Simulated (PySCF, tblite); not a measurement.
# C3H7AsS: a rotation path, then NMR shifts on frames

Aim: move C3H7AsS (`CC(=S)C[AsH2]`) away from its starting geometry and see how NMR shifts follow the geometry.

Computed with tblite 0.8.0 and PySCF 2.14.0, with density-fitted response routines of our own, on a single molecule in the gas phase. Atoms count from 0, in the outputs and in this text.

### Step 1. The molecule as given

12 atoms, charge 0, multiplicity 1; geometry from: GFN2-xTB.

Bonds of the start (Å): C0–C1 1.49, C1–S2 1.63, C1–C3 1.47, C3–As4 2.01, C0–H5 1.09, C0–H6 1.09, C0–H7 1.09, C3–H8 1.09, C3–H9 1.09, As4–H10 1.50, As4–H11 1.49.

### Step 2. The rotation path with GFN2-xTB

Job settings and geometry (Å):

```
{"job": {"kind": "neb", "xc": "GFN2-xTB", "basis": "xTB", "atoms": [0, 1, 3, 4], "turn": 120}, "charge": 0, "multiplicity": 1}
C     -1.390849     0.717046     0.053632
C     -0.494433    -0.410306     0.438448
S     -0.547060    -1.059235     1.934432
C      0.441001    -0.901980    -0.581183
As     2.199354     0.075129    -0.466381
H     -2.209997     0.329782    -0.555820
H     -0.849969     1.452545    -0.545290
H     -1.814879     1.194258     0.933677
H      0.059247    -0.753334    -1.595540
H      0.681737    -1.957133    -0.431921
H      1.590012     1.426616    -0.220037
H      2.337035    -0.114073     1.009957
```

With the program's defaults for keys left out, this is: GFN2-xTB climbing-image nudged elastic band, gas phase.

Run with:

```
$ OMP_NUM_THREADS=1 python probes_run.py task.json out
```

One launch serves the whole session: the jobs run in the order shown.

Output:

```text
image   E - E0 / eV
  0      -0.0000
  1       0.0467
  2       0.1240
  3       0.1687
  4       0.1732
  5       0.1587
  6       0.1198
  7       0.0543
  8       0.0001
```

Run time: 2.3 s. Hardware: 1 thread of Intel Xeon Platinum 8488C, shared host; peak memory 0.18 GiB.

The final band, with the dihedral C0–C1–C3–As4:

```
image  dihedral (°)  energy (eV)  energy (kcal/mol)
    0            91        0.000                0.0
    1           112        0.047                1.1
    2           134        0.124                2.9
    3           157        0.169                3.9
    4           180        0.173                4.0
    5           202        0.159                3.7
    6           225        0.120                2.8
    7           250        0.054                1.3
    8           269        0.000                0.0
```

### Step 3. NMR shieldings: image 0, PBE0/pcSseg-1

Job settings and geometry (Å):

```
{"job": {"kind": "nmr", "xc": "PBE0", "basis": "pcSseg-1", "pop": false}, "charge": 0, "multiplicity": 1}
C     -1.390800     0.717000     0.053600
C     -0.494400    -0.410300     0.438400
S     -0.547100    -1.059200     1.934400
C      0.441000    -0.902000    -0.581200
As     2.199400     0.075100    -0.466400
H     -2.210000     0.329800    -0.555800
H     -0.850000     1.452500    -0.545300
H     -1.814900     1.194300     0.933700
H      0.059200    -0.753300    -1.595500
H      0.681700    -1.957100    -0.431900
H      1.590000     1.426600    -0.220000
H      2.337000    -0.114100     1.010000
```

With the program's defaults for keys left out, this is: GIAO PBE0/pcSseg-1 NMR shielding, non-relativistic, gas phase.

Output:

```text
coarse grid: 46496 points
cycle   1  E = -2751.6930036115  dE = -4.049e-01  |g| = 7.573e-01  |ddm| = 3.248e+00
cycle   2  E = -2751.6405982403  dE =  5.241e-02  |g| = 7.585e-01  |ddm| = 1.186e+00
cycle   3  E = -2751.7248762029  dE = -8.428e-02  |g| = 2.814e-01  |ddm| = 1.036e+00
cycle   4  E = -2751.7454687200  dE = -2.059e-02  |g| = 8.516e-02  |ddm| = 3.885e-01
cycle   5  E = -2751.7471724069  dE = -1.704e-03  |g| = 1.267e-02  |ddm| = 1.011e-01
cycle   6  E = -2751.7472171833  dE = -4.478e-05  |g| = 3.816e-03  |ddm| = 1.852e-02
cycle   7  E = -2751.7472206389  dE = -3.456e-06  |g| = 9.407e-04  |ddm| = 3.822e-03
final grid: 96048 points
cycle   8  E = -2751.7472779566  dE =  6.014e-08  |g| = 1.215e-03  |ddm| = 3.205e-03
cycle   9  E = -2751.7472774919  dE =  4.647e-07  |g| = 1.847e-03  |ddm| = 3.174e-03
cycle  10  E = -2751.7472783131  dE = -8.212e-07  |g| = 3.560e-04  |ddm| = 2.058e-03
cycle  11  E = -2751.7472783491  dE = -3.598e-08  |g| = 4.221e-05  |ddm| = 4.507e-04
cycle  12  E = -2751.7472783494  dE = -3.515e-10  |g| = 6.662e-06  |ddm| = 4.267e-05
converged SCF energy = -2751.7472783494

GIAO shielding tensors (ppm)
atom      isotropic    diamagn.    paramagn.     s11        s22        s33       span
  0 C      145.799     248.154    -102.355    118.922    135.690    182.786     63.864
  1 C      -86.809     258.697    -345.506   -264.381   -142.405    146.359    410.740
  2 S     -408.613    1057.374   -1465.987  -1481.556   -323.686    579.404   2060.960
  3 C      140.198     249.139    -108.941    116.463    133.200    170.931     54.468
  4 As    1526.567    2875.430   -1348.864   1149.881   1498.807   1931.012    781.131
  5 H       28.884      28.694       0.190     25.729     27.463     33.460      7.731
  6 H       28.347      30.461      -2.114     24.422     29.347     31.272      6.850
  7 H       28.640      29.620      -0.980     25.243     28.254     32.423      7.181
  8 H       28.423      30.678      -2.254     24.953     27.594     32.722      7.769
  9 H       28.174      30.289      -2.115     24.713     26.333     33.475      8.762
 10 H       28.011      29.518      -1.506     21.432     25.703     36.899     15.467
 11 H       28.305      29.385      -1.081     21.517     24.934     38.463     16.947
```

Run time: 21 s. Hardware: 1 thread of Intel Xeon Platinum 8488C, shared host; peak memory 0.69 GiB.

Shifts follow as δ = σ(reference) − σ, with reference shieldings (ppm) from runs at the same level and on the same kind of geometry: 1H TMS 31.72, 13C TMS 186.9, 33S CS2 504, 75As AsH3 1989. The references are single molecules in the gas phase. Shifts against hydride references such as AlH4− lie on their own scale. Each atom is listed at this fixed geometry, with no averaging over motion; a spectrum would average atoms that exchange fast.

```
atoms                          environment  σ (ppm)  δ (ppm)
   C1                  thiocarbonyl carbon    -86.8    273.7
   C3                 sp3 CH2 bonded to As    140.2     46.7
   C0                        methyl carbon    145.8     41.1
  H10   hydrogen on an arsenic bonded to C    28.01     3.71
   H9  hydrogen on an sp3 CH2 bonded to As    28.17     3.54
  H11   hydrogen on an arsenic bonded to C    28.30     3.41
   H6          hydrogen on a methyl carbon    28.35     3.37
   H8  hydrogen on an sp3 CH2 bonded to As    28.42     3.29
   H7          hydrogen on a methyl carbon    28.64     3.08
   H5          hydrogen on a methyl carbon    28.88     2.83
   S2                        thione sulfur     -409      912
  As4             arsenic bonded to C, 2 H     1527      462
```

Orbitals, density, ELF and potential are computed afterwards from the orbital file.

Frontier orbitals at PBE0/pcSseg-1, with the share of their density that lies nearest to each atom:

```
orbital  energy (eV)                     lies on
   HOMO        -6.26                     S2 82 %
   LUMO        -2.04  C1 38 %; S2 35 %; As4 11 %
```

ELF in a plane through or near 5 of the atoms.

Ten even steps from '0' (0.00) to '9' (1.00):
```
0000000000000000000000000000
0000000000000000000000000000
0000000000000000000000000000
0000000012443000000000000000
0001222247999100142100000000
0024676568999203899610000000
0157887557998008999820000000
0278982331563009999820000000
0279973663231006898642100000
0278982331565212544788410000
0035775557843764568999840000
0001222136723784335899830000
0000000069986664310266200000
0000000299998312200000000000
0000000399997100000000000000
0000000179972000000000000000
0000000000000000000000000000
0000000000000000000000000000
0000000000000000000000000000
0000000000000000000000000000
```
The map spans 9.6 Å across and 8.8 Å up, centred on the molecule. Atoms in the plane (x, y in Å): C3 (-0.7, -0.7), As4 (-2.1, 0.7), H5 (2.2, -0.2), H6 (1.2, 1.2), H9 (-1.2, -1.6).

log10 of the density (e/Å³) in the same plane.

Ten even steps from ' ' (-4.0) to '@' (1.7):
```
                                                        
                  ....                                  
          ......::::::::......                          
    ....::::::------------::::..........                
....::::----======++++++==--------------::....          
..::----====++++++****++++==--====++====--::::..        
..::--==++++************++====++******++==--::::..      
::--====++**##%%%%##****++====****##****++==--::..      
::--====++**%%@@@@%%****++==++****####****++==--::..    
::--====++**##%%%%##******++++****######****==--::..    
..::--====++++******########********######**====::..    
....::--======++++**##%%@@####****++******++==--::..    
  ....::----====++**######****++++++========--::..      
      ..::::--==++**####**++++++====--------::..        
        ....::--++++****++======------::::....          
            ::::==========--------::::....              
              ..::::::::::::::::....                    
                  ..........                            
                                                        
                                                        
```
The map spans 9.6 Å across and 8.8 Å up, centred on the molecule. Atoms in the plane (x, y in Å): C3 (-0.7, -0.7), As4 (-2.1, 0.7), H5 (2.2, -0.2), H6 (1.2, 1.2), H9 (-1.2, -1.6).

On the surface of density 0.002 e/bohr³ the electrostatic potential runs, from the 1st to the 99th percentile, from -1.14 V near S2 to 1.15 V near H8.

### Step 4. Shielding tensors: image 2, PBE0/pcSseg-1

Job settings and geometry (Å):

```
{"job": {"kind": "nmr", "xc": "PBE0", "basis": "pcSseg-1", "pop": false}, "charge": 0, "multiplicity": 1}
C     -1.672700     0.567300    -0.018200
C     -0.419900    -0.107600     0.427100
S     -0.140100    -0.347100     2.013200
C      0.493800    -0.606200    -0.627300
As     2.435700    -0.187600    -0.358900
H     -2.396400    -0.203800    -0.296900
H     -1.504300     1.195000    -0.891900
H     -2.105300     1.157100     0.787300
H      0.193100    -0.234400    -1.612500
H      0.450700    -1.700400    -0.661800
H      2.193300     1.190000     0.182300
H      2.473400    -0.722900     1.031500
```

Level: GIAO PBE0/pcSseg-1 NMR shielding, non-relativistic, gas phase.

Output:

```text
coarse grid: 46496 points
cycle   1  E = -2751.6896533960  dE = -4.025e-01  |g| = 7.513e-01  |ddm| = 3.283e+00
cycle   2  E = -2751.6394663032  dE =  5.019e-02  |g| = 7.454e-01  |ddm| = 1.126e+00
cycle   3  E = -2751.7173985394  dE = -7.793e-02  |g| = 2.947e-01  |ddm| = 1.017e+00
cycle   4  E = -2751.7401734526  dE = -2.277e-02  |g| = 8.367e-02  |ddm| = 4.082e-01
cycle   5  E = -2751.7418121093  dE = -1.639e-03  |g| = 1.254e-02  |ddm| = 1.042e-01
cycle   6  E = -2751.7418542525  dE = -4.214e-05  |g| = 3.817e-03  |ddm| = 1.824e-02
cycle   7  E = -2751.7418576533  dE = -3.401e-06  |g| = 9.541e-04  |ddm| = 3.937e-03
final grid: 96048 points
cycle   8  E = -2751.7418840062  dE =  1.145e-07  |g| = 1.287e-03  |ddm| = 3.219e-03
cycle   9  E = -2751.7418833396  dE =  6.666e-07  |g| = 2.086e-03  |ddm| = 3.489e-03
cycle  10  E = -2751.7418843890  dE = -1.049e-06  |g| = 3.938e-04  |ddm| = 2.376e-03
cycle  11  E = -2751.7418844322  dE = -4.327e-08  |g| = 3.704e-05  |ddm| = 5.008e-04
cycle  12  E = -2751.7418844326  dE = -3.238e-10  |g| = 8.249e-06  |ddm| = 4.837e-05
converged SCF energy = -2751.7418844326

GIAO shielding tensors (ppm)
atom      isotropic    diamagn.    paramagn.     s11        s22        s33       span
  0 C      139.261     247.700    -108.439    114.989    120.638    182.157     67.168
  1 C      -91.805     258.821    -350.626   -268.069   -148.508    141.161    409.231
  2 S     -438.391    1057.966   -1496.357  -1626.890   -393.176    704.894   2331.784
  3 C      144.374     249.391    -105.016    113.927    139.354    179.842     65.915
  4 As    1532.425    2874.484   -1342.059   1243.714   1496.621   1856.941    613.227
  5 H       28.534      28.450       0.084     25.859     27.042     32.699      6.840
  6 H       28.809      29.890      -1.081     25.469     28.927     32.030      6.561
  7 H       28.316      29.327      -1.011     24.413     28.282     32.254      7.841
  8 H       28.301      31.227      -2.925     23.378     28.180     33.346      9.968
  9 H       28.532      29.778      -1.246     24.814     26.541     34.242      9.428
 10 H       28.496      29.137      -0.642     22.227     25.471     37.790     15.563
 11 H       27.221      29.195      -1.974     19.417     23.966     38.281     18.863
```

Run time: 16 s. Hardware: 1 thread of Intel Xeon Platinum 8488C, shared host; peak memory 0.81 GiB.

In short: δ C1 278.7, C0 47.7, C3 42.6, S2 942, H11 4.50, H8 3.42 ppm.

(Part 1 of 2 ends here.)
